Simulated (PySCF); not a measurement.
**AlCl3F− (SMILES [F][Al-]([Cl])([Cl])[Cl]): B2PLYP/ma-def2-SVP**

Aim: the vertical ionisation energy of AlCl3F− at B2PLYP/ma-def2-SVP, from 2 runs. 

Program for the calculation: PySCF 2.14.0.

**1. The structure to begin with**

AlCl3F−: 5 atoms, total charge -1, spin state singlet. As SMILES, `[F][Al-]([Cl])([Cl])[Cl]`. Geometry: a GFN2-xTB relaxation, a rough one for these elements and not checked as a minimum.

Bond lengths: F1–Al2 1.692 Å, Al2–Cl3 2.110 Å, Al2–Cl4 2.110 Å, Al2–Cl5 2.110 Å. Angles: F1–Al2–Cl3 109.1°, F1–Al2–Cl4 109.2°, F1–Al2–Cl5 109.1°, Cl3–Al2–Cl4 109.9°, Cl3–Al2–Cl5 109.7°, Cl4–Al2–Cl5 109.9°.

**2. The energy at B2PLYP/ma-def2-SVP**

Contents of calc.py:

```python
# [F][Al-]([Cl])([Cl])[Cl]
from pyscf import gto, dft, mp

molecule = gto.M(
    atom='''
F     -1.253229    -0.158907     3.093727
Al    -0.056125    -0.008050     0.132810
Cl     3.212345    -2.283866    -0.070222
Cl    -2.789425    -1.324868    -2.455340
Cl     0.886452     3.775711    -0.700994
''',
    charge=-1,
    basis='ma-def2-svp',
    unit='bohr',
    verbose=4,
    max_memory=1860,
)

mf = dft.RKS(molecule, xc='0.53*HF + 0.47*B88, 0.73*LYP')
mf.conv_tol = 1e-10
mf.grids.level = 4
mf.kernel()
if not mf.converged:
    mf = mf.newton().run(mf.mo_coeff, mf.mo_occ)

pt = mp.MP2(mf, frozen=21).run()
energy = mf.e_tot + 0.27 * pt.e_corr
print('PT2 part  %.8f' % (0.27 * pt.e_corr))
print('E = %.10f Eh' % energy)
```

The run is started by

```
$ OMP_NUM_THREADS=1 python calc.py
```

Output:

```text
PySCF version 2.14.0

[INPUT] num. atoms = 5
[INPUT] num. electrons = 74
[INPUT] charge = -1
[INPUT] spin (= nelec alpha-beta = 2S) = 0
[INPUT] symmetry False subgroup None
[INPUT] Mole.unit = bohr
[INPUT] Symbol           X                Y                Z      unit          X                Y                Z       unit  Magmom
[INPUT]  1 F     -0.663180226864  -0.084089963056   1.637129825208 AA   -1.253229000000  -0.158907000000   3.093727000000 Bohr   0.0
[INPUT]  2 Al    -0.029700070963  -0.004259876548   0.070280025382 AA   -0.056125000000  -0.008050000000   0.132810000000 Bohr   0.0
[INPUT]  3 Cl     1.699899767613  -1.208569839995  -0.037159882105 AA    3.212345000000  -2.283866000000  -0.070222000000 Bohr   0.0
[INPUT]  4 Cl    -1.476100141571  -0.701089953077  -1.299309973060 AA   -2.789425000000  -1.324868000000  -2.455340000000 Bohr   0.0
[INPUT]  5 Cl     0.469090196974   1.998020216220  -0.370950049792 AA    0.886452000000   3.775711000000  -0.700994000000 Bohr   0.0

nuclear repulsion = 413.874879033837
number of shells = 48
number of NR pGTOs = 188
number of NR cGTOs = 106
basis = ma-def2-svp
ecp = {}

******** <class 'pyscf.dft.rks.RKS'> ********
method = RKS
initial guess = minao
damping factor = 0
level_shift factor = 0
DIIS = <class 'pyscf.scf.diis.CDIIS'>
diis_start_cycle = 1
diis_space = 8
diis_damp = 0
SCF conv_tol = 1e-10
SCF conv_tol_grad = None
SCF max_cycles = 50
direct_scf = True
direct_scf_tol = 1e-13
XC library pyscf.dft.libxc version 7.0.0
    S. Lehtola, C. Steigemann, M. J.T. Oliveira, and M. A.L. Marques.,  SoftwareX 7, 1–5 (2018)
XC functionals = 0.53*HF + 0.47*B88, 0.73*LYP
    A. D. Becke.,  Phys. Rev. A 38, 3098 (1988)
    C. Lee, W. Yang, and R. G. Parr.,  Phys. Rev. B 37, 785 (1988)
    B. Miehlich, A. Savin, H. Stoll, and H. Preuss.,  Chem. Phys. Lett. 157, 200 (1989)
radial grids:
    Treutler-Ahlrichs [JCP 102, 346 (1995); DOI:10.1063/1.469408] (M4) radial grids

becke partition: Becke, JCP 88, 2547 (1988); DOI:10.1063/1.454033
pruning grids: <function nwchem_prune>
grids dens level: 4
symmetrized grids: False
atomic radii adjust function: <function treutler_atomic_radii_adjust>
small_rho_cutoff = 0
Set gradient conv threshold to 1e-05
Initial guess from minao.
tot grids = 143600
init E= -1721.87343860819
  HOMO = -0.398472503059193  LUMO = -0.0197049580313231  gap/eV = 10.30679
cycle= 1 E= -1721.793421593  delta_E= 0.08  |g|= 0.59  |ddm|= 2.36
  HOMO = -0.17221861724696  LUMO = 0.133474556841417  gap/eV = 8.31833
cycle= 2 E= -1721.79850809985  delta_E= -0.00509  |g|= 0.641  |ddm|= 0.948
  HOMO = -0.19417747474598  LUMO = 0.131998203279087  gap/eV = 8.87569
cycle= 3 E= -1721.86543300193  delta_E= -0.0669  |g|= 0.0585  |ddm|= 0.425
  HOMO = -0.204670591735887  LUMO = 0.131097022434502  gap/eV = 9.13670
cycle= 4 E= -1721.86616391053  delta_E= -0.000731  |g|= 0.0128  |ddm|= 0.0738
  HOMO = -0.2042375738665  LUMO = 0.130852326078469  gap/eV = 9.11826
cycle= 5 E= -1721.86620960714  delta_E= -4.57e-05  |g|= 0.00256  |ddm|= 0.0225
  HOMO = -0.203942513992489  LUMO = 0.130890774495934  gap/eV = 9.11128
cycle= 6 E= -1721.86621156362  delta_E= -1.96e-06  |g|= 0.000633  |ddm|= 0.00465
  HOMO = -0.203999908537439  LUMO = 0.130875440151736  gap/eV = 9.11242
cycle= 7 E= -1721.86621170144  delta_E= -1.38e-07  |g|= 6.84e-05  |ddm|= 0.00181
  HOMO = -0.20399234104583  LUMO = 0.130877003461526  gap/eV = 9.11226
cycle= 8 E= -1721.86621170311  delta_E= -1.66e-09  |g|= 1.25e-05  |ddm|= 0.000309
  HOMO = -0.203993108849906  LUMO = 0.130876879240813  gap/eV = 9.11228
cycle= 9 E= -1721.86621170316  delta_E= -5.78e-11  |g|= 3.16e-06  |ddm|= 5.68e-05
  HOMO = -0.20399310796808  LUMO = 0.130876892810783  gap/eV = 9.11228
Extra cycle  E= -1721.86621170317  delta_E= -4.55e-12  |g|= 2.13e-06  |ddm|= 9.29e-06
converged SCF energy = -1721.86621170317

******** <class 'pyscf.mp.mp2.RMP2'> ********
nocc = 16, nmo = 85
frozen orbitals 21
E(RMP2) = -1722.66984827148  E_corr = -0.803636568312723
E(SCS-RMP2) = -1722.63792708525  E_corr = -0.771715382081604
E_corr(same-spin) = -0.222286730646535
E_corr(oppo-spin) = -0.581349837666188
PT2 part  -0.21698187
E = -1722.0831935766 Eh
```

It took 18 s on 1 thread of Arm Neoverse V1, shared host; peak memory 0.56 GiB.

**3. Doublet neutral AlCl3F**

Contents of input.py:

```python
from pyscf import gto, dft, mp

mol = gto.M(
    atom='''
F   -0.663180  -0.084090   1.637130
Al  -0.029700  -0.004260   0.070280
Cl   1.699900  -1.208570  -0.037160
Cl  -1.476100  -0.701090  -1.299310
Cl   0.469090   1.998020  -0.370950
''',
    basis='ma-def2-svp',
    max_memory=1860,
    charge=0,
    verbose=3,
    spin=1,
)

mf = dft.UKS(mol)
mf.xc = '0.53*HF + 0.47*B88, 0.73*LYP'
mf.grids.level = 4
mf.conv_tol = 1e-10
mf.kernel()
if not mf.converged:
    mf = mf.newton().run(mf.mo_coeff, mf.mo_occ)

pt = mp.MP2(mf, frozen=21).run()
e_tot = mf.e_tot + 0.27 * pt.e_corr
print('PT2 part  %.8f' % (0.27 * pt.e_corr))
print('Final energy', e_tot)
```

The run is started by

```
$ OMP_NUM_THREADS=1 python input.py
```

Output:

```text
WARN: HOMO -0.398472503008261 >= LUMO -0.39847250300826

converged SCF energy = -1721.6250107458  <S^2> = 0.76125852  2S+1 = 2.011227
E(UMP2) = -1722.44512409407  E_corr = -0.82011334827793
E(SCS-UMP2) = -1722.41018703524  E_corr = -0.785176289441327
PT2 part  -0.22143060
Final energy -1721.8464413498311
```

Wall time 62 s (1 thread of Arm Neoverse V1, shared host); peak memory 0.58 GiB.

**4. Outcome**

At B2PLYP/ma-def2-SVP, 21 core orbitals frozen:

| quantity | value |
| --- | --- |
| singlet AlCl3F−: total energy | -1722.08319 Eh |
| singlet AlCl3F−: HOMO energy (SCF part's orbitals) | -5.55 eV |
| singlet AlCl3F−: LUMO energy (SCF part's orbitals) | 3.56 eV |
| singlet AlCl3F−: HOMO–LUMO gap (to an unbound level, set by the basis) | 9.11 eV |
| doublet neutral AlCl3F: total energy | -1721.84644 Eh |
| doublet neutral AlCl3F: dipole moment (SCF part) | 2.43 D |
| doublet neutral AlCl3F: HOMO energy (SCF part's orbitals) (highest over α and β) | -10.67 eV |
| doublet neutral AlCl3F: LUMO energy (SCF part's orbitals) (lowest over α and β) | -7.60 eV |
| doublet neutral AlCl3F: ⟨S²⟩ | 0.761 |
| vertical detachment energy (to the doublet neutral) | 6.442 eV |

In words: The vertical ionisation energy comes to 6.44 eV (149 kcal/mol). The negative HOMO energy of the first species, 5.55 eV, lies 0.89 eV below that difference. Mulliken charges (singlet AlCl3F−) run from -0.46 on Cl3 to +0.83 on Al2; they depend strongly on the basis. Mulliken charges (doublet neutral AlCl3F) run from -0.37 on F1 to +0.66 on Al2; they depend strongly on the basis.
